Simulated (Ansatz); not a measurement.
**CH₃BOS₂: geometry and vibrations**

What shape does CH₃BOS₂ take? The plan is to relax it, check the end point by its vibrations and derive ideal-gas thermochemistry, and look at its orbitals and charge.

Program: Ansatz 0.2.0, Gaussian basis. Level of theory: RKS PBE0-D4/def2-TZVP. These are calculated values, not measurements.

Plan: relaxation at PBE-D4/def2-SVP; relaxation at PBE0-D4/def2-TZVP; harmonic vibrations at the same level; a single point in def2-TZVPP for the fields.

## Step 1: Starting geometry

SMILES `O=CBSS`, 8 atoms, charge 0, spin multiplicity 1.

Atoms are counted from 1 here; the program's logs count them from 0.

Bond lengths: O1–C2 1.246 Å, C2–B3 1.576 Å, C2–H6 1.101 Å, B3–S4 1.846 Å, B3–H7 1.192 Å, S4–S5 2.193 Å, S5–H8 1.398 Å. Angles: O1–C2–B3 120.1°, O1–C2–H6 120.4°, B3–C2–H6 119.4°, C2–B3–S4 121.4°, C2–B3–H7 118.2°, S4–B3–H7 119.9°, B3–S4–S5 90.1°, S4–S5–H8 91.3°.

The start is a force-field geometry with small random shifts, so a cheaper pass at PBE-D4/def2-SVP comes first.

## Step 2: Relaxation at PBE-D4/def2-SVP (cheap first pass)

File in.yaml:

```yaml
crystal:
  periodic: [false, false, false]
  atoms:
    - {symbol: O, position_ang: [0.339500, -0.610800, 1.781200]}
    - {symbol: C, position_ang: [0.658600, 0.406900, 1.137500]}
    - {symbol: B, position_ang: [0.680500, 0.371800, -0.437700]}
    - {symbol: S, position_ang: [0.282600, -1.170500, -1.370800]}
    - {symbol: S, position_ang: [-1.814900, -0.548100, -1.516200]}
    - {symbol: H, position_ang: [0.958300, 1.327000, 1.662100]}
    - {symbol: H, position_ang: [1.100600, 1.325400, -1.017300]}
    - {symbol: H, position_ang: [-2.113000, -1.158900, -0.294500]}
basis:
  gaussian: {orbitals: def2-SVP}
hamiltonian: {xc: pbe, dispersion: d4}
relax: {f_tol: 0.03, max_steps: 200}
```

Started as:

```console
$ ansatz run in.yaml --threads 2 --pin off --events-out ev --progress --plain --max-ram 4352MiB
```

The program printed, cut to the lines that bear on the results:

```text
Functional definition: PBE
  name "PBE"
  cite "Perdew, Burke & Ernzerhof, Phys. Rev. Lett. 77, 3865 (1996) doi:10.1103/PhysRevLett.77.3865"
  parent pbe
[...]
1039 factors; their error is unknown
[...]
mean field -25455.15778199 eV, -935.4597943623 hartree, gradient 4.4e-5 eV, S^2 0.000000; 1 other end points of the search recorded, 0 dependent functions left out
[...]
reference -25455.15780968 eV, -935.4597953800 hartree; 27, 27 occupied and 66, 66 virtual orbitals, 1039 factors
relax step   1: F+E_penalty+E_count = -25455.37064447 eV  Δ(F+E_penalty+E_count) = +0.000e0 eV  max|allowed force component| = 2.082e0 eV/Å  Δτ_max = 0.0000 Å  (47 SCF iters, accepted)
[...]
relax step   7: F+E_penalty+E_count = -25456.35398391 eV  Δ(F+E_penalty+E_count) = -5.860e-2 eV  max|allowed force component| = 1.073e0 eV/Å  Δτ_max = 0.1952 Å  (34 SCF iters, accepted)
[...]
relax step  13: F+E_penalty+E_count = -25456.56674127 eV  Δ(F+E_penalty+E_count) = -3.748e-3 eV  max|allowed force component| = 1.971e-1 eV/Å  Δτ_max = 0.0628 Å  (32 SCF iters, accepted)
[...]
relax step  19: F+E_penalty+E_count = -25456.68521449 eV  Δ(F+E_penalty+E_count) = -5.168e-2 eV  max|allowed force component| = 5.323e-1 eV/Å  Δτ_max = 0.0739 Å  (31 SCF iters, accepted)
[...]
relax step  24: F+E_penalty+E_count = -25456.78393845 eV  Δ(F+E_penalty+E_count) = -1.376e-3 eV  max|allowed force component| = 9.196e-2 eV/Å  Δτ_max = 0.0653 Å  (31 SCF iters, accepted)
[...]
relax step  25: F+E_penalty+E_count = -25456.78543880 eV  Δ(F+E_penalty+E_count) = -1.500e-3 eV  max|allowed force component| = 2.759e-2 eV/Å  Δτ_max = 0.0233 Å  (32 SCF iters, accepted)
1039 factors; their error is unknown
mean field -25456.54540182 eV, -935.5107884508 hartree, gradient 6.6e-6 eV, S^2 0.000000; 1 other end points of the search recorded, 0 dependent functions left out
[...]
reference -25456.54542916 eV, -935.5107894554 hartree; 27, 27 occupied and 66, 66 virtual orbitals, 1039 factors
Total energy: -25456.78546614 eV, -935.5196106515 hartree
Atom 0 at    -0.595034    -0.411993     1.482360 Å, force     0.010592    -0.015104     0.002544 eV/Å
Atom 1 at     0.336460     0.192966     0.799848 Å, force    -0.001355     0.027592     0.008414 eV/Å
Atom 2 at     0.188958     0.565956    -0.717625 Å, force     0.013368     0.008315     0.003003 eV/Å
Atom 3 at     0.835099    -1.192028    -1.161536 Å, force     0.003151    -0.010833     0.000551 eV/Å
Atom 4 at    -1.190312    -0.557529    -1.396681 Å, force    -0.002237    -0.003620     0.011648 eV/Å
Atom 5 at     1.234579     0.402590     1.417073 Å, force    -0.003456    -0.006674    -0.015727 eV/Å
Atom 6 at     0.591268     1.567874    -1.264406 Å, force    -0.004285    -0.002239     0.005209 eV/Å
Atom 7 at    -1.308818    -0.625035     0.785269 Å, force    -0.015778     0.002564    -0.015644 eV/Å
Dipole moment:     0.038124     0.081912     0.386940 e Å
```

Run time: 35 s. Hardware: 2 threads of Intel Xeon Platinum 8488C, shared host.

Along the way: (the energy doesn't fall at every step)

| step | energy from step 1 (eV) | largest force component (eV/Å) |
| --- | --- | --- |
| 1 | 0.0000 | 2.0821 |
| 2 | -0.2966 | 1.1689 |
| 3 | -0.5681 | 0.4876 |
| 4 | -0.8072 | 0.5104 |
| 5 | -0.8221 | 1.1281 |
| 6 | -0.9247 | 0.3173 |
| 7 | -0.9833 | 1.0734 |
| 8 | -1.0537 | 1.0633 |
| 9 | -1.1175 | 0.9227 |
| 10 | -1.0970 | 1.1569 |
| 11 | -1.1770 | 0.3284 |
| 12 | -1.1924 | 0.1258 |
| 13 | -1.1961 | 0.1971 |
| 14 | -1.1989 | 0.2389 |
| 15 | -1.2006 | 0.2309 |
| 16 | -1.2171 | 0.4138 |
| 17 | -1.2629 | 0.4767 |
| 18 | -1.2362 | 1.9751 |
| 19 | -1.3146 | 0.5323 |
| 20 | -1.3773 | 0.3779 |
| 21 | -1.3682 | 1.1822 |
| 22 | -1.4039 | 0.2155 |
| 23 | -1.4119 | 0.1108 |
| 24 | -1.4133 | 0.0920 |
| 25 | -1.4148 | 0.0276 |

Close pairs (by a distance rule), those that changed most:

| bond | before (Å) | after (Å) | change (Å) |
| --- | --- | --- | --- |
| O1–H8 | 3.259 | 1.020 | -2.239 |
| B3–S5 | 2.870 | 1.904 | -0.966 |
| S5–H8 | 1.398 | 2.186 | +0.788 |
| B3–S4 | 1.846 | 1.925 | +0.079 |
| O1–C2 | 1.246 | 1.304 | +0.058 |
| S4–S5 | 2.193 | 2.135 | -0.057 |
| B3–H7 | 1.192 | 1.210 | +0.018 |
| C2–H6 | 1.101 | 1.110 | +0.009 |

## Step 3: Optimising with PBE0-D4/def2-TZVP

File in.yaml:

```yaml
crystal:
  periodic: [false, false, false]
  atoms:
    - {symbol: O, position_ang: [-0.595034, -0.411993, 1.482360]}
    - {symbol: C, position_ang: [0.336460, 0.192966, 0.799848]}
    - {symbol: B, position_ang: [0.188958, 0.565956, -0.717625]}
    - {symbol: S, position_ang: [0.835099, -1.192028, -1.161536]}
    - {symbol: S, position_ang: [-1.190312, -0.557529, -1.396681]}
    - {symbol: H, position_ang: [1.234579, 0.402590, 1.417073]}
    - {symbol: H, position_ang: [0.591268, 1.567874, -1.264406]}
    - {symbol: H, position_ang: [-1.308818, -0.625035, 0.785269]}
basis:
  gaussian: {orbitals: def2-TZVP}
hamiltonian: {xc: pbe0, dispersion: d4}
relax: {f_tol: 0.005, max_steps: 150}
```

Same command.

The program printed, cut to the lines that bear on the results:

```text
Functional definition: PBE0
  name "PBE0"
  cite "Adamo & Barone, J. Chem. Phys. 110, 6158 (1999) doi:10.1063/1.478522"
  cite "Perdew, Burke & Ernzerhof, Phys. Rev. Lett. 77, 3865 (1996) doi:10.1103/PhysRevLett.77.3865"
  parent pbe
[...]
1174 factors; their error is unknown
[...]
mean field -25470.14312856 eV, -936.0104956916 hartree, gradient 2.3e-5 eV, S^2 0.000000; 0 other end points of the search recorded, 0 dependent functions left out
[...]
reference -25470.14315549 eV, -936.0104966811 hartree; 27, 27 occupied and 158, 158 virtual orbitals, 1174 factors
relax step   1: F+E_penalty+E_count = -25470.34372047 eV  Δ(F+E_penalty+E_count) = +0.000e0 eV  max|allowed force component| = 9.672e-1 eV/Å  Δτ_max = 0.0000 Å  (32 SCF iters, accepted)
[...]
reference -25470.22200145 eV, -936.0133942168 hartree; 27, 27 occupied and 158, 158 virtual orbitals, 1174 factors
Total energy: -25470.41892047 eV, -936.0206308572 hartree
Atom 0 at    -0.582294    -0.434974     1.481059 Å, force     0.000071     0.001375     0.001797 eV/Å
Atom 1 at     0.335647     0.124328     0.721108 Å, force    -0.000185    -0.001361    -0.000508 eV/Å
Atom 2 at     0.128072     0.632997    -0.728508 Å, force    -0.000588     0.000615     0.000384 eV/Å
Atom 3 at     0.845969    -1.133267    -0.979517 Å, force    -0.000297     0.000365    -0.000816 eV/Å
Atom 4 at    -1.098524    -0.569734    -1.483915 Å, force     0.000773    -0.000174    -0.000214 eV/Å
Atom 5 at     1.252875     0.307199     1.280309 Å, force     0.000328     0.000288    -0.000052 eV/Å
Atom 6 at     0.576754     1.595533    -1.258749 Å, force     0.000191    -0.000591     0.000173 eV/Å
Atom 7 at    -1.366298    -0.579281     0.912516 Å, force    -0.000292    -0.000516    -0.000765 eV/Å
Dipole moment:     0.045396     0.081760     0.281034 e Å
```

Wall time 55 s (2 threads of Intel Xeon Platinum 8488C, shared host); peak memory 0.51 GiB.

Relaxation path:

```csv
step,energy from step 1 (eV),largest force component (eV/Å)
1,0.0000,0.9672
2,-0.0444,0.4372
3,-0.0580,0.1607
4,-0.0605,0.1445
5,-0.0646,0.0871
6,-0.0675,0.1708
7,-0.0712,0.1647
8,-0.0737,0.1454
9,-0.0749,0.0432
10,-0.0751,0.0209
11,-0.0752,0.0175
12,-0.0752,0.0077
13,-0.0752,0.0018
```

Close pairs (by a distance rule), those that changed most:

```
 bond  before (Å)  after (Å)  change (Å)
S4–S5       2.135      2.086      -0.049
O1–H8       1.020      0.979      -0.041
B3–S5       1.904      1.877      -0.028
B3–H7       1.210      1.187      -0.023
C2–H6       1.110      1.090      -0.020
C2–B3       1.570      1.550      -0.019
O1–C2       1.304      1.316      +0.013
B3–S4       1.925      1.923      -0.002
```

Mulliken charges at the end point, from the run's report:

```
atom  value (e)
  O1      -0.30
  C2       0.08
  B3      -0.05
  S4      -0.05
  S5      -0.19
  H6       0.15
  H7       0.04
  H8       0.32
```

## Step 4: Harmonic vibrations

File in.yaml:

```yaml
crystal:
  periodic: [false, false, false]
  atoms:
    - {symbol: O, position_ang: [-0.582294, -0.434974, 1.481059]}
    - {symbol: C, position_ang: [0.335647, 0.124328, 0.721108]}
    - {symbol: B, position_ang: [0.128072, 0.632997, -0.728508]}
    - {symbol: S, position_ang: [0.845969, -1.133267, -0.979517]}
    - {symbol: S, position_ang: [-1.098524, -0.569734, -1.483915]}
    - {symbol: H, position_ang: [1.252875, 0.307199, 1.280309]}
    - {symbol: H, position_ang: [0.576754, 1.595533, -1.258749]}
    - {symbol: H, position_ang: [-1.366298, -0.579281, 0.912516]}
basis:
  gaussian: {orbitals: def2-TZVP}
hamiltonian: {xc: pbe0, dispersion: d4}
phonons: {temperatures: {t_min: 298.15, t_max: 900, t_step: 200}}
```

Launched as before.

The program printed, cut to the lines that bear on the results:

```text
Functional definition: PBE0
  name "PBE0"
  cite "Adamo & Barone, J. Chem. Phys. 110, 6158 (1999) doi:10.1063/1.478522"
  cite "Perdew, Burke & Ernzerhof, Phys. Rev. Lett. 77, 3865 (1996) doi:10.1103/PhysRevLett.77.3865"
  parent pbe
[...]
1174 factors; their error is unknown
[...]
mean field -25470.22198466 eV, -936.0133935997 hartree, gradient 5.0e-5 eV, S^2 0.000000; 0 other end points of the search recorded, 0 dependent functions left out
[...]
reference -25470.22201182 eV, -936.0133945978 hartree; 27, 27 occupied and 158, 158 virtual orbitals, 1174 factors
[...]
1174 factors; their error is unknown
mean field -25470.22181178 eV, -936.0133872464 hartree, gradient 1.2e-6 eV, S^2 0.000000; 0 other end points of the search recorded, 0 dependent functions left out
[...]
reference -25470.22183894 eV, -936.0133882445 hartree; 27, 27 occupied and 158, 158 virtual orbitals, 1174 factors
[...]
Atom 0 at    -0.582294    -0.434974     1.481059 Å, force     0.000039     0.001410     0.001920 eV/Å
Atom 1 at     0.335647     0.124328     0.721108 Å, force    -0.000225    -0.001280    -0.000521 eV/Å
Atom 2 at     0.128072     0.632997    -0.728508 Å, force    -0.000633     0.000635     0.000418 eV/Å
Atom 3 at     0.845969    -1.133267    -0.979517 Å, force    -0.000427     0.000287    -0.000871 eV/Å
Atom 4 at    -1.098524    -0.569734    -1.483915 Å, force     0.000873    -0.000172    -0.000259 eV/Å
Atom 5 at     1.252875     0.307199     1.280309 Å, force     0.000322     0.000281    -0.000039 eV/Å
Atom 6 at     0.576754     1.595533    -1.258749 Å, force     0.000205    -0.000589     0.000180 eV/Å
Atom 7 at    -1.366298    -0.579281     0.912516 Å, force    -0.000155    -0.000572    -0.000829 eV/Å
Dipole moment:     0.045395     0.081762     0.281036 e Å
Vibrations: 108.69 234.14 326.80 482.10 514.36 572.83 732.94 769.52 790.53 849.81 1001.14 1055.62 1231.70 1362.72 1479.83 2693.25 3155.02 3551.79 cm⁻¹, zero-point energy 1.296426 eV
```

Wall time 2.5 min (2 threads of Intel Xeon Platinum 8488C, shared host); peak memory 0.5 GiB.

Motions are named by where the mode's potential energy lies. Wavenumbers, unscaled:

| mode | cm⁻¹ | motion |
| --- | --- | --- |
| 1 | 109 | bend |
| 2 | 234 | bend |
| 3 | 327 | torsion |
| 4 | 482 | bend with B–S stretch |
| 5 | 514 | bend with B–S stretch |
| 6 | 573 | bend |
| 7 | 733 | torsion |
| 8 | 770 | B–S stretch with bend |
| 9 | 791 | bend with torsion |
| 10 | 850 | bend with B–C stretch |
| 11 | 1001 | torsion |
| 12 | 1056 | B–C stretch with bend |
| 13 | 1232 | bend |
| 14 | 1363 | C–O stretch with bend |
| 15 | 1480 | bend |
| 16 | 2693 | B–H stretch |
| 17 | 3155 | C–H stretch |
| 18 | 3552 | O–H stretch |

From these modes and the moments of inertia (298.15 K, 1 bar, symmetry number 1):

| term | value |
| --- | --- |
| zero-point energy | 125.1 kJ/mol |
| H(298) − E | 142.0 kJ/mol |
| entropy, translation | 167.0 J/(mol K) |
| entropy, rotation | 111.0 J/(mol K) |
| entropy, vibration | 39.2 J/(mol K) |
| entropy, total | 317.2 J/(mol K) |

## Step 5: Orbitals, density and potential

Changes to in.yaml since step 4:

```diff
@@ -12,4 +12,4 @@
 basis:
-  gaussian: {orbitals: def2-TZVP}
+  gaussian: {orbitals: def2-TZVPP}
 hamiltonian: {xc: pbe0, dispersion: d4}
-phonons: {temperatures: {t_min: 298.15, t_max: 900, t_step: 200}}
+output: {orbitals: {seedname: orbitals}}
```

The command is unchanged.

The program printed:

```text
Functional definition: PBE0
  name "PBE0"
  cite "Adamo & Barone, J. Chem. Phys. 110, 6158 (1999) doi:10.1063/1.478522"
  cite "Perdew, Burke & Ernzerhof, Phys. Rev. Lett. 77, 3865 (1996) doi:10.1103/PhysRevLett.77.3865"
  parent pbe
  parameter a = 0.25
  parameter kappa = 0.804
  parameter beta = 0.06672455060314922
  exchange = (1 - a)*pbe_x(kappa = kappa, mu = beta*pi^2/3) + a*exact_x
  correlation = pbe_c(beta = beta)
1307 factors; their error is unknown
mean field evaluation 1: about -25463.4257 eV, gradient 5.5e1 eV
mean field evaluation 2: about -25449.2395 eV, gradient 9.3e1 eV
mean field evaluation 4: about -25470.0997 eV, gradient 8.3e0 eV
mean field evaluation 8: about -25470.2591 eV, gradient 1.4e-1 eV
mean field evaluation 16: about -25470.2795 eV, gradient 4.2e-4 eV
mean field -25470.27953735 eV, -936.0155086220 hartree, gradient 4.4e-5 eV, S^2 0.000000; 0 other end points of the search recorded, 0 dependent functions left out
reference -25470.27956452 eV, -936.0155096207 hartree; 27, 27 occupied and 192, 192 virtual orbitals, 1307 factors
Total energy: -25470.47648354 eV, -936.0227462610 hartree
```

Wall time 3.5 s (2 threads of Intel Xeon Platinum 8488C, shared host); peak memory 0.53 GiB.

Orbitals, density, ELF and potential are computed afterwards from the orbital file.

Frontier orbitals at PBE0-D4/def2-TZVPP, with the share of their density that lies nearest to each atom:

| orbital | energy (eV) | lies on |
| --- | --- | --- |
| HOMO | -6.76 | S5 49 %; S4 34 % |
| LUMO | -1.65 | S4, S5 about 41 % each; C2 7 % |

ELF in a plane through or near 5 of the atoms.

Values, 10 rows by 14 columns:
```
0.00 0.00 0.00 0.00 0.00 0.00 0.00 0.00 0.00 0.00 0.00 0.00 0.00 0.00
0.00 0.00 0.00 0.00 0.00 0.00 0.00 0.00 0.00 0.00 0.00 0.00 0.00 0.00
0.00 0.00 0.00 0.08 0.24 0.04 0.00 0.22 0.80 0.75 0.07 0.00 0.00 0.00
0.00 0.00 0.31 0.88 0.95 0.58 0.09 0.57 0.96 0.88 0.05 0.00 0.00 0.00
0.00 0.00 0.27 0.82 0.96 0.41 0.50 0.65 0.22 0.40 0.35 0.26 0.05 0.00
0.00 0.00 0.01 0.06 0.28 0.46 0.33 0.38 0.53 0.50 0.89 0.74 0.23 0.00
0.00 0.02 0.40 0.74 0.86 0.20 0.64 0.31 0.43 0.91 0.43 0.14 0.03 0.00
0.00 0.03 0.63 0.90 0.95 0.22 0.71 0.87 0.13 0.11 0.03 0.00 0.00 0.00
0.00 0.00 0.19 0.56 0.72 0.76 0.79 0.70 0.24 0.01 0.00 0.00 0.00 0.00
0.00 0.00 0.00 0.02 0.05 0.09 0.10 0.05 0.01 0.00 0.00 0.00 0.00 0.00
```
The map spans 8.6 Å across and 8.4 Å up, centred on the molecule. Atoms in the plane (x, y in Å): O1 (1.6, -0.2), C2 (0.6, 0.5), B3 (-0.9, 0.2), S5 (-1.0, -1.6), H8 (1.3, -1.1).

On the surface of density 0.002 e/bohr³ the electrostatic potential runs, from the 1st to the 99th percentile, from -0.69 V near S5 to 1.88 V near H8.

## Step 6: What came out

```
                  quantity            value
               point group               C1
                     steps          25 + 13
shift from the start (rms)          0.918 Å
              total energy   -25470.4189 eV
           dispersion term         -197 meV
             dipole moment           1.42 D
lowest, highest wavenumber   109, 3552 cm⁻¹
         zero-point energy     125.1 kJ/mol
       entropy at 298.15 K  317.2 J/(mol K)
                HOMO, LUMO  -6.76, -1.65 eV
```

The atoms moved 0.92 Å (rms) from the start; the bond that changed most is O1–H8, from 3.259 to 0.979 Å. The bonds at the end are not those of the start, so the run found another structure. No mode is imaginary: a true minimum at this level. The stiffest mode, 3552 cm⁻¹, is an O–H stretch. Harmonic hybrid wavenumbers usually lie a few per cent above measured fundamentals. The largest Mulliken charge, +0.32 e, sits on H8. The HOMO lies mostly on S5 49 %; S4 34 % and the LUMO on S4, S5 about 41 % each; C2 7 %.
